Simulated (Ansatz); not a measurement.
# C2H6AlF: how energies converge with the basis set

The task here is to estimate one member of a computed series from the others.

The runs use Ansatz 0.2.0, Gaussian basis; one geometry, several basis sets.

The runs, in order: PBE0-D4/def2-SVP; ωB97M-V/def2-SVP; PBE0-D4/def2-QZVPP; ωB97M-V/def2-QZVPP; the functionals' def2-TZVPP values are taken from earlier runs.

## The geometry

An earlier PBE0-D4 in a triple-zeta def2 set relaxation fixed the geometry.

SMILES `[CH3][AlH][CH2]F`, 10 atoms, charge 0, spin multiplicity 1.

Atoms are counted from 1 here; the program's logs count them from 0.

Bond lengths: C1–Al2 1.952 Å, C1–H5 1.096 Å, C1–H6 1.093 Å, C1–H7 1.096 Å, Al2–C3 1.984 Å, Al2–H8 1.587 Å, C3–F4 1.399 Å, C3–H9 1.099 Å, C3–H10 1.099 Å. Angles: Al2–C1–H5 110.7°, Al2–C1–H6 113.6°, Al2–C1–H7 110.7°, H5–C1–H6 107.7°, H5–C1–H7 106.1°, H6–C1–H7 107.7°, C1–Al2–C3 118.7°, C1–Al2–H8 121.7°, C3–Al2–H8 119.6°, Al2–C3–F4 112.6°, Al2–C3–H9 111.7°, Al2–C3–H10 111.7°, F4–C3–H9 107.5°, F4–C3–H10 107.5°, H9–C3–H10 105.4°.

As a file:

```xyz
10

C    -1.3285    0.7790   -0.7722
Al   -0.0866   -0.6641   -0.3430
C     1.3577   -0.3196    0.9734
F     2.1726   -1.4375    1.1831
H    -2.3595    0.4805   -0.5532
H    -1.1271    1.7050   -0.2281
H    -1.2998    1.0082   -1.8431
H    -0.2061   -2.0950   -1.0194
H     0.9535   -0.0165    1.9494
H     2.0068    0.5087    0.6563
```

Set-up of the first run:

Contents of in.yaml:

```yaml
crystal:
  periodic: [false, false, false]
  atoms:
    - {symbol: C, position_ang: [-1.328482, 0.778985, -0.772224]}
    - {symbol: Al, position_ang: [-0.086559, -0.664051, -0.342997]}
    - {symbol: C, position_ang: [1.357737, -0.319570, 0.973372]}
    - {symbol: F, position_ang: [2.172608, -1.437492, 1.183062]}
    - {symbol: H, position_ang: [-2.359545, 0.480485, -0.553227]}
    - {symbol: H, position_ang: [-1.127072, 1.705003, -0.228143]}
    - {symbol: H, position_ang: [-1.299810, 1.008188, -1.843139]}
    - {symbol: H, position_ang: [-0.206075, -2.094991, -1.019363]}
    - {symbol: H, position_ang: [0.953503, -0.016500, 1.949408]}
    - {symbol: H, position_ang: [2.006795, 0.508745, 0.656350]}
basis:
  gaussian: {orbitals: def2-SVP}
hamiltonian: {xc: pbe0, dispersion: d4}
output: {orbitals: {seedname: orbitals}}
```

On the command line:

```
ansatz run in.yaml --threads 2 --pin off --events-out ev --progress --plain --max-ram 4352MiB
```

Among the steps run: PBE0-D4 in def2-SVP; ωB97M-V in def2-SVP; PBE0-D4 in def2-QZVPP; ωB97M-V in def2-QZVPP.

One of the session's tables, all rows but one given; the rest of the session is left out.

It belongs to the step «Functionals by basis». 

| functional | basis | HOMO (eV) |
| --- | --- | --- |
| PBE0-D4 | def2-SVP | -7.45 |
| PBE0-D4 | def2-TZVPP | -7.58 |
| PBE0-D4 | def2-QZVPP | -7.61 |
| ωB97M-V | def2-SVP | -9.72 |
| ωB97M-V | def2-TZVPP | -9.86 |
| ωB97M-V | def2-QZVPP | ? |

Estimate the missing values for ωB97M-V, def2-QZVPP.

The run gave: HOMO (eV): -9.89. In the column «HOMO (eV)» it is the lowest.
